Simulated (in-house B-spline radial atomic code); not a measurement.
**Dy²⁺ in a hard spherical wall**

Aim: energy and levels of Dy²⁺ squeezed by an impenetrable sphere of shrinking radius. More than one configuration is followed.

The numbers are computed with in-house B-spline radial atomic code version 1 (non-relativistic Hartree-Fock, average of configuration, point nucleus, basis-set limit), except any that are marked as measured or tabulated.

**1. The system**

```
element       : dysprosium (Z = 66)
charge        : +2
electrons     : 64
configuration : [Xe] 4f10
Hamiltonian   : non-relativistic
nucleus       : point
```

Outer shells as boxes (Hund's rule):

[Xe] 4f10
```
[Xe] core
4f [↑↓][↑↓][↑↓][↑ ][↑ ][↑ ][↑ ]
```

The boxes draw the filling by Hund's rule, which heavy ions in jj coupling don't follow; these runs average over all states of the configuration.

**2. Reference run without a wall**

The run's settings:

```ini
Z = 66
electrons = 64.0
configuration = [Xe] 4f10
hamiltonian = nr
method = hf
spin_polarised = False
```

The program writes no log. Results of the run, from its result record (rounded, main fields):

```text
status: converged
scf [iteration, energy, orbital gradient]:
  - [1, -11579.1500879, 0.885]
  - [2, -11600.5690029, 1.31]
  - [3, -11638.2302358, 0.343]
  - [4, -11640.3949469, 0.113]
  - [5, -11640.6749562, 0.025]
  - [6, -11640.6857185, 0.00228]
  - [7, -11640.6861387, 0.00253]
  - [8, -11640.6862658, 0.000893]
  - [9, -11640.686294, 0.000132]
  - [10, -11640.6862944, 5.25e-06]
  - [11, -11640.6862944, 1.91e-07]
energy [hartree]: {"total": -11640.6862944, "kinetic": 11640.6863376, "nuclear": -27642.6359973, "coulomb": 4608.37129182, "exact_exchange": -247.107926439}
orbitals [hartree, bohr; first row names the columns]:
  - ["name", "occ", "eps", "<r>", "<r^2>", "<1/r>", "r_max", "density_at_nucleus", "spin_orbit_zeta"]
  - ["1s", 2.0, -1863.0451, 0.022976, 0.00070567, 65.457, 0.015239, 90003.0, "-"]
  - ["2s", 2.0, -303.36554, 0.097568, 0.011168, 15.269, 0.083281, 9775.6, "-"]
  - ["2p", 6.0, -288.61653, 0.082819, 0.0083186, 15.264, 0.064891, "-", 16.755]
  - ["3s", 2.0, -69.25747, 0.25025, 0.071395, 5.8046, 0.23084, 2099.2, "-"]
  - ["3p", 6.0, -62.585685, 0.24039, 0.06683, 5.7346, 0.21869, "-", 3.4631]
  - ["3d", 10.0, -50.316518, 0.21303, 0.053174, 5.6246, 0.17431, "-", 0.52449]
  - ["4s", 2.0, -14.661916, 0.56517, 0.35988, 2.4601, 0.52612, 481.98, "-"]
  - ["4p", 6.0, -11.947255, 0.57867, 0.38026, 2.3618, 0.53129, "-", 0.74516]
  - ["4d", 10.0, -7.0754986, 0.61328, 0.43599, 2.1469, 0.53773, "-", 0.09399]
  - ["5s", 2.0, -2.416656, 1.4257, 2.2843, 0.90587, 1.2604, 67.608, "-"]
  - ["5p", 6.0, -1.6050998, 1.6024, 2.9094, 0.80018, 1.3805, "-", 0.085248]
  - ["4f", 10.0, -1.1481948, 0.79424, 0.81602, 1.6354, 0.5347, "-", 0.0099699]
sum_r [bohr^k]: {"-1": 418.8278, "1": 35.9549, "2": 38.69559}
density_at_nucleus [bohr^-3]: 204854.7
mass_velocity [hartree]: -1586.02
darwin [hartree]: 1130.942
specific_mass_shift [hartree m_e]: -4011.575
```

Run time: 0.25 s. Hardware: 1 thread, shared host.

**3. Wall at 7.66 bohr, configuration [Xe] 4f10**

Changes to the settings of step 2:

```diff
@@ -6 +6,2 @@
 spin_polarised = False
+wall_radius = 7.66
```

Results of the run:

```text
status: converged
iterations: 11
energy [hartree]: {"total": -11640.6862933, "kinetic": 11640.6863446, "nuclear": -27642.6361928, "coulomb": 4608.37148606, "exact_exchange": -247.107931155}
orbitals [hartree, bohr; first row names the columns]:
  - ["name", "occ", "eps", "<r>"]
  - ["1s", 2.0, -1863.0451, 0.022976]
  - ["2s", 2.0, -303.36553, 0.097568]
  - ["2p", 6.0, -288.61653, 0.082819]
  - ["3s", 2.0, -69.257467, 0.25025]
  - ["3p", 6.0, -62.585682, 0.24039]
  - ["3d", 10.0, -50.316515, 0.21303]
  - ["4s", 2.0, -14.661913, 0.56517]
  - ["4p", 6.0, -11.947252, 0.57867]
  - ["4d", 10.0, -7.0754954, 0.61328]
  - ["5s", 2.0, -2.4166536, 1.4257]
  - ["5p", 6.0, -1.6050976, 1.6024]
  - ["4f", 10.0, -1.148192, 0.79424]
sum_r [bohr^k]: {"-1": 418.8278, "1": 35.95487, "2": 38.6954}
pressure [GPa]: 0.0001233399
energy_minus_base [hartree]: 1.05248364e-06
```

Wall time 0.17 s (1 thread, shared host).

energy_minus_base is the energy less that of the reference run. pressure is −dE/dV on the wall, from the slope of the orbitals there.

**4. Wall at 4.02 bohr, configuration [Xe] 4f10**

Changes to the settings of step 3:

```diff
@@ -6,2 +6,2 @@
 spin_polarised = False
-wall_radius = 7.66
+wall_radius = 4.02
```

Results of the run:

```text
status: converged
iterations: 10
energy [hartree]: {"total": -11640.6495054, "kinetic": 11641.052774, "nuclear": -27644.7412765, "coulomb": 4610.19379677, "exact_exchange": -247.154799685}
orbitals [hartree, bohr; first row names the columns]:
  - ["name", "occ", "eps", "<r>"]
  - ["1s", 2.0, -1863.0135, 0.022976]
  - ["2s", 2.0, -303.33487, 0.097568]
  - ["2p", 6.0, -288.58575, 0.082819]
  - ["3s", 2.0, -69.227646, 0.25025]
  - ["3p", 6.0, -62.555877, 0.24039]
  - ["3d", 10.0, -50.286483, 0.21303]
  - ["4s", 2.0, -14.632863, 0.56519]
  - ["4p", 6.0, -11.918341, 0.57868]
  - ["4d", 10.0, -7.0465093, 0.61336]
  - ["5s", 2.0, -2.3973391, 1.4231]
  - ["5p", 6.0, -1.5839241, 1.5828]
  - ["4f", 10.0, -1.1204902, 0.79277]
sum_r [bohr^k]: {"-1": 418.8597, "1": 35.81826, "2": 38.01334}
pressure [GPa]: 14.53416
energy_minus_base [hartree]: 0.0367889828
```

It took 0.14 s on 1 thread, shared host.

**5. Wall at 2.63 bohr, configuration [Xe] 4f10**

Changes to the settings of step 4:

```diff
@@ -6,2 +6,2 @@
 spin_polarised = False
-wall_radius = 4.02
+wall_radius = 2.63
```

Results of the run:

```text
status: converged
iterations: 10
energy [hartree]: {"total": -11639.1786533, "kinetic": 11649.7139234, "nuclear": -27678.3459218, "coulomb": 4637.32401381, "exact_exchange": -247.870668719}
orbitals [hartree, bohr; first row names the columns]:
  - ["name", "occ", "eps", "<r>"]
  - ["1s", 2.0, -1862.513, 0.022976]
  - ["2s", 2.0, -302.85791, 0.09757]
  - ["2p", 6.0, -288.10541, 0.082821]
  - ["3s", 2.0, -68.770937, 0.25027]
  - ["3p", 6.0, -62.098428, 0.2404]
  - ["3d", 10.0, -49.823613, 0.21306]
  - ["4s", 2.0, -14.204146, 0.56556]
  - ["4p", 6.0, -11.491034, 0.57925]
  - ["4d", 10.0, -6.6187941, 0.61546]
  - ["5s", 2.0, -2.0799433, 1.3395]
  - ["5p", 6.0, -1.193522, 1.4124]
  - ["4f", 10.0, -0.71190149, 0.78141]
sum_r [bohr^k]: {"-1": 419.3689, "1": 34.54041, "2": 33.15701}
pressure [GPa]: 1355.89
energy_minus_base [hartree]: 1.50764112
```

Run time: 0.15 s. Hardware: 1 thread, shared host.

**6. Wall at 1.35 bohr, configuration [Xe] 4f10**

Changes to the settings of step 5:

```diff
@@ -6,2 +6,2 @@
 spin_polarised = False
-wall_radius = 2.63
+wall_radius = 1.35
```

Results of the run:

```text
status: converged
iterations: 9
energy [hartree]: {"total": -11579.5934372, "kinetic": 11864.0238855, "nuclear": -28121.3809107, "coulomb": 4934.98544452, "exact_exchange": -257.221856554}
orbitals [hartree, bohr; first row names the columns]:
  - ["name", "occ", "eps", "<r>"]
  - ["1s", 2.0, -1855.986, 0.022977]
  - ["2s", 2.0, -296.76361, 0.097608]
  - ["2p", 6.0, -281.94228, 0.082854]
  - ["3s", 2.0, -63.20172, 0.25098]
  - ["3p", 6.0, -56.497018, 0.24116]
  - ["3d", 10.0, -44.098551, 0.21412]
  - ["4s", 2.0, -9.9726478, 0.57593]
  - ["4p", 6.0, -7.2790926, 0.58911]
  - ["4d", 10.0, -2.369978, 0.61765]
  - ["5s", 2.0, 5.1429333, 0.84562]
  - ["5p", 6.0, 6.8385255, 0.8379]
  - ["4f", 10.0, 3.7696716, 0.64979]
sum_r [bohr^k]: {"-1": 426.0815, "1": 28.90803, "2": 19.65681}
pressure [GPa]: 270658.7
energy_minus_base [hartree]: 61.0928571
```

It took 0.19 s on 1 thread, shared host.

**7. Wall at 7.66 bohr, configuration [Kr] 4d10 4f10 5s2 5p5 5f1**

The run's settings:

```ini
Z = 66
electrons = 64.0
configuration = [Kr] 4d10 4f10 5s2 5p5 5f1
hamiltonian = nr
method = hf
spin_polarised = False
wall_radius = 7.66
```

Results of the run:

```text
status: converged
iterations: 11
energy [hartree]: {"total": -11639.3444643, "kinetic": 11639.6015082, "nuclear": -27622.30158, "coulomb": 4589.71824359, "exact_exchange": -246.362636054}
orbitals [hartree, bohr; first row names the columns]:
  - ["name", "occ", "eps", "<r>"]
  - ["1s", 2.0, -1863.3518, 0.022976]
  - ["2s", 2.0, -303.66091, 0.097566]
  - ["2p", 6.0, -288.91329, 0.082818]
  - ["3s", 2.0, -69.542495, 0.25025]
  - ["3p", 6.0, -62.870408, 0.2404]
  - ["3d", 10.0, -50.603705, 0.21303]
  - ["4s", 2.0, -14.950798, 0.5653]
  - ["4p", 6.0, -12.235288, 0.57929]
  - ["4d", 10.0, -7.3675855, 0.61326]
  - ["4f", 10.0, -1.4403736, 0.78205]
  - ["5s", 2.0, -2.6363603, 1.4036]
  - ["5p", 5.0, -1.8486166, 1.5602]
  - ["5f", 1.0, -0.23046213, 4.4474]
sum_r [bohr^k]: {"-1": 418.5197, "1": 38.42625, "2": 55.58514}
pressure [GPa]: 1.338891
energy_minus_base [hartree]: 1.34183007
```

Wall time 0.24 s (1 thread, shared host).

**8. Wall at 4.02 bohr, configuration [Kr] 4d10 4f10 5s2 5p5 5f1**

Changes to the settings of step 7:

```diff
@@ -6,2 +6,2 @@
 spin_polarised = False
-wall_radius = 7.66
+wall_radius = 4.02
```

Results of the run:

```text
status: converged
iterations: 13
energy [hartree]: {"total": -11638.7843924, "kinetic": 11640.8299094, "nuclear": -27634.4373743, "coulomb": 4601.25838526, "exact_exchange": -246.435312823}
orbitals [hartree, bohr; first row names the columns]:
  - ["name", "occ", "eps", "<r>"]
  - ["1s", 2.0, -1863.1671, 0.022976]
  - ["2s", 2.0, -303.47353, 0.097566]
  - ["2p", 6.0, -288.72641, 0.082818]
  - ["3s", 2.0, -69.352836, 0.25025]
  - ["3p", 6.0, -62.680937, 0.2404]
  - ["3d", 10.0, -50.414661, 0.21303]
  - ["4s", 2.0, -14.766363, 0.56541]
  - ["4p", 6.0, -12.051448, 0.57943]
  - ["4d", 10.0, -7.1850642, 0.61351]
  - ["4f", 10.0, -1.2619879, 0.78334]
  - ["5s", 2.0, -2.4706886, 1.4081]
  - ["5p", 5.0, -1.6876516, 1.5594]
  - ["5f", 1.0, 0.30779951, 2.5009]
sum_r [bohr^k]: {"-1": 418.7036, "1": 36.50116, "2": 41.15558}
pressure [GPa]: 73.71839
energy_minus_base [hartree]: 1.90190194
```

Run time: 0.27 s. Hardware: 1 thread, shared host.

**9. Wall at 2.63 bohr, configuration [Kr] 4d10 4f10 5s2 5p5 5f1**

Changes to the settings of step 8:

```diff
@@ -6,2 +6,2 @@
 spin_polarised = False
-wall_radius = 4.02
+wall_radius = 2.63
```

Results of the run:

```text
status: converged
iterations: 10
energy [hartree]: {"total": -11636.2274819, "kinetic": 11650.4302059, "nuclear": -27674.5817973, "coulomb": 4635.00644914, "exact_exchange": -247.082339623}
orbitals [hartree, bohr; first row names the columns]:
  - ["name", "occ", "eps", "<r>"]
  - ["1s", 2.0, -1862.5645, 0.022976]
  - ["2s", 2.0, -302.884, 0.097567]
  - ["2p", 6.0, -288.13519, 0.082819]
  - ["3s", 2.0, -68.775895, 0.25027]
  - ["3p", 6.0, -62.103545, 0.24041]
  - ["3d", 10.0, -49.833521, 0.21306]
  - ["4s", 2.0, -14.229198, 0.566]
  - ["4p", 6.0, -11.516239, 0.58042]
  - ["4d", 10.0, -6.652234, 0.6159]
  - ["4f", 10.0, -0.75269966, 0.78021]
  - ["5s", 2.0, -2.0630869, 1.3372]
  - ["5p", 5.0, -1.2234042, 1.4094]
  - ["5f", 1.0, 1.7614306, 1.5925]
sum_r [bohr^k]: {"-1": 419.3118, "1": 34.7012, "2": 33.76457}
pressure [GPa]: 1827.894
energy_minus_base [hartree]: 4.45881252
```

Wall time 0.2 s (1 thread, shared host).

**10. Wall at 1.35 bohr, configuration [Kr] 4d10 4f10 5s2 5p5 5f1**

Changes to the settings of step 9:

```diff
@@ -6,2 +6,2 @@
 spin_polarised = False
-wall_radius = 2.63
+wall_radius = 1.35
```

Results of the run:

```text
status: converged
iterations: 9
energy [hartree]: {"total": -11573.5922486, "kinetic": 11860.0748107, "nuclear": -28115.8918797, "coulomb": 4937.9819173, "exact_exchange": -255.757096905}
orbitals [hartree, bohr; first row names the columns]:
  - ["name", "occ", "eps", "<r>"]
  - ["1s", 2.0, -1856.0439, 0.022977]
  - ["2s", 2.0, -296.70935, 0.097595]
  - ["2p", 6.0, -281.90392, 0.082845]
  - ["3s", 2.0, -63.070049, 0.251]
  - ["3p", 6.0, -56.364927, 0.24125]
  - ["3d", 10.0, -43.983922, 0.21413]
  - ["4s", 2.0, -9.8978695, 0.57691]
  - ["4p", 6.0, -7.20142, 0.59341]
  - ["4d", 10.0, -2.3129087, 0.61877]
  - ["4f", 10.0, 3.8153838, 0.65178]
  - ["5s", 2.0, 5.2589074, 0.84549]
  - ["5p", 5.0, 6.877143, 0.83435]
  - ["5f", 1.0, 12.807484, 0.75232]
sum_r [bohr^k]: {"-1": 425.9984, "1": 28.86377, "2": 19.60003}
pressure [GPa]: 272611.5
energy_minus_base [hartree]: 67.0940458
```

Wall time 0.18 s (1 thread, shared host).

**11. Wall at 7.66 bohr, configuration [Kr] 4d10 4f10 5s2 5p5 5d1**

The run's settings:

```ini
Z = 66
electrons = 64.0
configuration = [Kr] 4d10 4f10 5s2 5p5 5d1
hamiltonian = nr
method = hf
spin_polarised = False
wall_radius = 7.66
```

Results of the run:

```text
status: converged
iterations: 11
energy [hartree]: {"total": -11639.8085321, "kinetic": 11639.8118513, "nuclear": -27633.8846411, "coulomb": 4600.72416493, "exact_exchange": -246.459907168}
orbitals [hartree, bohr; first row names the columns]:
  - ["name", "occ", "eps", "<r>"]
  - ["1s", 2.0, -1863.1749, 0.022976]
  - ["2s", 2.0, -303.48367, 0.097567]
  - ["2p", 6.0, -288.73585, 0.082819]
  - ["3s", 2.0, -69.369165, 0.25025]
  - ["3p", 6.0, -62.696842, 0.2404]
  - ["3d", 10.0, -50.429962, 0.21303]
  - ["4s", 2.0, -14.775709, 0.56524]
  - ["4p", 6.0, -12.060125, 0.57919]
  - ["4d", 10.0, -7.1927618, 0.61305]
  - ["4f", 10.0, -1.2637247, 0.78703]
  - ["5s", 2.0, -2.4690216, 1.4151]
  - ["5p", 5.0, -1.6948674, 1.5835]
  - ["5d", 1.0, -0.70367819, 2.3744]
sum_r [bohr^k]: {"-1": 418.6952, "1": 36.53986, "2": 41.68967}
pressure [GPa]: 0.01760744
energy_minus_base [hartree]: 0.87776228
```

Wall time 0.25 s (1 thread, shared host).

**12. Wall at 4.02 bohr, configuration [Kr] 4d10 4f10 5s2 5p5 5d1**

Changes to the settings of step 11:

```diff
@@ -6,2 +6,2 @@
 spin_polarised = False
-wall_radius = 7.66
+wall_radius = 4.02
```

Results of the run:

```text
status: converged
iterations: 11
energy [hartree]: {"total": -11639.7127056, "kinetic": 11640.4212614, "nuclear": -27638.4772321, "coulomb": 4604.86539766, "exact_exchange": -246.522132578}
orbitals [hartree, bohr; first row names the columns]:
  - ["name", "occ", "eps", "<r>"]
  - ["1s", 2.0, -1863.105, 0.022976]
  - ["2s", 2.0, -303.41468, 0.097567]
  - ["2p", 6.0, -288.66667, 0.082819]
  - ["3s", 2.0, -69.302406, 0.25025]
  - ["3p", 6.0, -62.630005, 0.2404]
  - ["3d", 10.0, -50.362834, 0.21303]
  - ["4s", 2.0, -14.709551, 0.56524]
  - ["4p", 6.0, -11.99409, 0.57919]
  - ["4d", 10.0, -7.126862, 0.61309]
  - ["4f", 10.0, -1.1986462, 0.78752]
  - ["5s", 2.0, -2.4153195, 1.416]
  - ["5p", 5.0, -1.6435133, 1.5717]
  - ["5d", 1.0, -0.6299499, 2.0008]
sum_r [bohr^k]: {"-1": 418.7648, "1": 36.11403, "2": 39.23864}
pressure [GPa]: 25.53547
energy_minus_base [hartree]: 0.97358879
```

It took 0.24 s on 1 thread, shared host.

**13. Wall at 2.63 bohr, configuration [Kr] 4d10 4f10 5s2 5p5 5d1**

Changes to the settings of step 12:

```diff
@@ -6,2 +6,2 @@
 spin_polarised = False
-wall_radius = 4.02
+wall_radius = 2.63
```

Results of the run:

```text
status: converged
iterations: 10
energy [hartree]: {"total": -11637.9620544, "kinetic": 11649.6343533, "nuclear": -27674.9797955, "coulomb": 4634.57372636, "exact_exchange": -247.190338568}
orbitals [hartree, bohr; first row names the columns]:
  - ["name", "occ", "eps", "<r>"]
  - ["1s", 2.0, -1862.5587, 0.022976]
  - ["2s", 2.0, -302.88991, 0.097569]
  - ["2p", 6.0, -288.13842, 0.082821]
  - ["3s", 2.0, -68.802078, 0.25027]
  - ["3p", 6.0, -62.12848, 0.24042]
  - ["3d", 10.0, -49.855918, 0.21306]
  - ["4s", 2.0, -14.23841, 0.56562]
  - ["4p", 6.0, -11.524183, 0.57993]
  - ["4d", 10.0, -6.6581161, 0.61512]
  - ["4f", 10.0, -0.74820667, 0.77977]
  - ["5s", 2.0, -2.0609405, 1.3382]
  - ["5p", 5.0, -1.2276875, 1.4102]
  - ["5d", 1.0, 0.028725912, 1.5374]
sum_r [bohr^k]: {"-1": 419.3179, "1": 34.63634, "2": 33.47058}
pressure [GPa]: 1502.228
energy_minus_base [hartree]: 2.72424001
```

It took 0.21 s on 1 thread, shared host.

**14. Wall at 1.35 bohr, configuration [Kr] 4d10 4f10 5s2 5p5 5d1**

Changes to the settings of step 13:

```diff
@@ -6,2 +6,2 @@
 spin_polarised = False
-wall_radius = 2.63
+wall_radius = 1.35
```

Results of the run:

```text
status: converged
iterations: 9
energy [hartree]: {"total": -11576.9481411, "kinetic": 11863.5846852, "nuclear": -28120.3612769, "coulomb": 4935.90409394, "exact_exchange": -256.075643399}
orbitals [hartree, bohr; first row names the columns]:
  - ["name", "occ", "eps", "<r>"]
  - ["1s", 2.0, -1855.9752, 0.022977]
  - ["2s", 2.0, -296.6963, 0.097607]
  - ["2p", 6.0, -281.87781, 0.082856]
  - ["3s", 2.0, -63.150959, 0.25102]
  - ["3p", 6.0, -56.44024, 0.24128]
  - ["3d", 10.0, -44.048648, 0.21414]
  - ["4s", 2.0, -9.9433327, 0.57633]
  - ["4p", 6.0, -7.2458389, 0.5927]
  - ["4d", 10.0, -2.3588295, 0.61798]
  - ["4f", 10.0, 3.7836473, 0.65037]
  - ["5s", 2.0, 5.216772, 0.84561]
  - ["5p", 5.0, 6.8252086, 0.83453]
  - ["5d", 1.0, 9.4739293, 0.80944]
sum_r [bohr^k]: {"-1": 426.0661, "1": 28.89508, "2": 19.64343}
pressure [GPa]: 272758.0
energy_minus_base [hartree]: 63.7381533
```

Run time: 0.18 s. Hardware: 1 thread, shared host.

**15. Results against the radius**

| configuration | radius (bohr) | energy above the free system (eV) | pressure (GPa) | highest level (eV) |
| --- | --- | --- | --- | --- |
| [Xe] 4f10 | 7.66 | below noise | 0.000123 | -31.244 (4f) |
| [Xe] 4f10 | 4.02 | 1.001 | 14.5 | -30.490 (4f) |
| [Xe] 4f10 | 2.63 | 41.025 | 1356 | -19.372 (4f) |
| [Xe] 4f10 | 1.35 | 1662.42 | 270659 | 186.09 (5p) |
| [Kr] 4d10 4f10 5s2 5p5 5f1 | 7.66 | 36.513 | 1.34 | -6.271 (5f) |
| [Kr] 4d10 4f10 5s2 5p5 5f1 | 4.02 | 51.753 | 73.7 | 8.376 (5f) |
| [Kr] 4d10 4f10 5s2 5p5 5f1 | 2.63 | 121.33 | 1828 | 47.931 (5f) |
| [Kr] 4d10 4f10 5s2 5p5 5f1 | 1.35 | 1825.72 | 272612 | 348.51 (5f) |
| [Kr] 4d10 4f10 5s2 5p5 5d1 | 7.66 | 23.885 | 0.0176 | -19.148 (5d) |
| [Kr] 4d10 4f10 5s2 5p5 5d1 | 4.02 | 26.493 | 25.5 | -17.142 (5d) |
| [Kr] 4d10 4f10 5s2 5p5 5d1 | 2.63 | 74.130 | 1502 | 0.782 (5d) |
| [Kr] 4d10 4f10 5s2 5p5 5d1 | 1.35 | 1734.40 | 272758 | 257.80 (5d) |

**Reading.** For [Xe] 4f10 the energy above the free reference is below noise at 7.66 bohr and 1662.42 eV at 1.35 bohr, where the electrons press on it with 270659 GPa. Its highest level passes zero between 2.63 and 1.35 bohr; in smaller spheres the level is positive, pushed up by confinement, and the wall keeps the electron in. Of [Xe] 4f10 and [Kr] 4d10 4f10 5s2 5p5 5f1, the first stays lower at every radius that both share. At 1.35 bohr the lowest of all 3 is [Xe] 4f10. A hard wall is a crude model of an atom's surroundings.
